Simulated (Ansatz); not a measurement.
Ir4W:

```
CELL_PARAMETERS angstrom
1.37784 0.79550 11.31056
-1.37784 0.79550 11.31056
0.00000 -1.59099 11.31056
ATOMIC_POSITIONS crystal
Ir 0.39967 0.39967 0.39967
Ir 0.80081 0.80081 0.80081
Ir 0.19919 0.19919 0.19919
Ir 0.60033 0.60033 0.60033
W 0.00000 0.00000 0.00000
```

The cell comes from a database or a generator and needn't be the stable form of this composition.

Base run:

| Item | Value |
| --- | --- |
| Program | Ansatz 0.2.0 |
| Functional | PBE |
| Potentials or basis | Ansatz PAW |
| Cutoff | 420 eV |
| Density cutoff | 1680 eV |
| k mesh | 11 × 11 × 11 |
| Occupations | fermi-dirac, width 0.05 eV |
| Spin | no spin polarisation |

Its results: band gap on the k mesh none (metal or under the smearing width); pressure -1.4 GPa; largest force 0.022 eV/Å.

Problem. The run is repeated on the same cell with these changes: functional from PBE to revPBE. What comes out?

Solution. Band gap on the k mesh none (metal or under the smearing width); pressure 1.5 GPa; largest force 0.023 eV/Å.

revPBE binds less tightly than PBE, so the same cell stands under more pressure.

Caveats: the potentials were made for another functional, which shifts forces and pressure (some runs); the PAW data sets come from PBE, with cores solved anew for the run's functional, which leaves a small shift of forces and pressure (some runs).

Not every run made on this cell is shown here.
